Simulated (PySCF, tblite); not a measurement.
**C5H10OSi: geometry, infrared bands and NMR shifts**

Wanted: the infrared bands and NMR shifts of C5H10OSi (`CO/C=C/[C@@H]1C[SiH2]1`), by calculation.

Programs: tblite 0.8.0 and PySCF 2.14.0, with density-fitted response routines of our own. Each step states its level of theory. These are calculated values for one molecule in the gas phase, unless marked as measured. Atoms are numbered from 0 throughout.

## (1) The starting structure

17 atoms, charge 0, multiplicity 1; geometry from: force field or distance geometry start.

Bonds of the start (Å): C0–O1 1.43, O1–C2 1.36, C2–C3 1.35, C3–C4 1.49, C4–C5 1.48, C5–Si6 1.77, Si6–C4 2.28, C0–H7 1.09, C0–H8 1.10, C0–H9 1.10, C2–H10 1.09, C3–H11 1.08, C4–H12 1.09, C5–H13 1.09, C5–H14 1.09, Si6–H15 1.48, Si6–H16 1.49.

## (2) Relaxing the molecule with GFN2-xTB

Job settings and geometry (Å):

```
{"job": {"kind": "relax", "xc": "GFN2-xTB", "basis": "xTB"}, "charge": 0, "multiplicity": 1}
C      2.934800     0.316400    -0.018900
O      2.255000    -0.685000    -0.777200
C      0.961800    -0.938900    -0.451700
C      0.172100    -0.350600     0.464600
C     -1.238100    -0.732700     0.731300
C     -2.291300    -0.392000    -0.251700
Si    -2.388400     1.220100     0.477100
H      3.958500     0.398000    -0.386100
H      2.450500     1.290000    -0.156400
H      2.966600     0.052600     1.047800
H      0.573400    -1.724000    -1.102400
H      0.580700     0.409000     1.121400
H     -1.504700    -0.920200     1.769500
H     -1.996400    -0.421000    -1.305500
H     -3.196500    -0.987600    -0.182600
H     -1.266100     2.164800     0.296200
H     -2.978800     1.313200     1.840900
```

The run is started by

```bash
OMP_NUM_THREADS=1 python probes_run.py task.json out
```

This one command runs all jobs of the session in turn.

**Question.** This job is followed by: GFN2-xTB harmonic vibrations, gas phase; GIAO PBE0/pcSseg-1 NMR shielding, non-relativistic, gas phase. Predict these results of the whole session: strongest single infrared mode (GFN2-xTB); zero-point energy (GFN2-xTB); ¹³C shifts against TMS (PBE0/pcSseg-1); ¹H shifts against TMS (PBE0/pcSseg-1, means over atoms taken as alike); ¹⁷O shifts against H2O (PBE0/pcSseg-1); ²⁹Si shifts against TMS (PBE0/pcSseg-1).

As calculated:

| quantity | value |
| --- | --- |
| strongest single infrared mode (GFN2-xTB) | 2383 cm⁻¹, 321 km/mol |
| zero-point energy (GFN2-xTB) | 83.4 kcal/mol |
| ¹³C shifts against TMS (PBE0/pcSseg-1) | 150.4, 108.7, 55.2, 8.3, 3.8 ppm |
| ¹H shifts against TMS (PBE0/pcSseg-1, means over atoms taken as alike) | 6.17, 5.36, 3.60, 2.99, 2.27, 1.43, 0.97, 0.65 ppm |
| ¹⁷O shifts against H2O (PBE0/pcSseg-1) | 101.6 ppm |
| ²⁹Si shifts against TMS (PBE0/pcSseg-1) | -131.7 ppm |

In words: Over 143 steps the energy fell by 1.338 eV; of the close pairs, C4–Si6 changed most, 2.281 to 1.909 Å. No mode is imaginary among the 45: a minimum at this level. The strongest single mode, at 2383 cm⁻¹, moves mainly H15. Unscaled tight-binding wavenumbers are off by several per cent, some by more. Its intensities can rank the bands wrongly. C2 (alkene carbon bearing oxygen) lies farthest downfield among carbon, at 150.4 ppm; an sp2 carbon further deshielded by the attached heteroatom. H10 (hydrogen on an alkene carbon bearing oxygen) lies farthest downfield among hydrogen, at 6.17 ppm; olefinic region. At PBE0/pcSseg-1: Shielding is most anisotropic at Si6 (span 310 ppm, paramagnetic term -400 ppm).
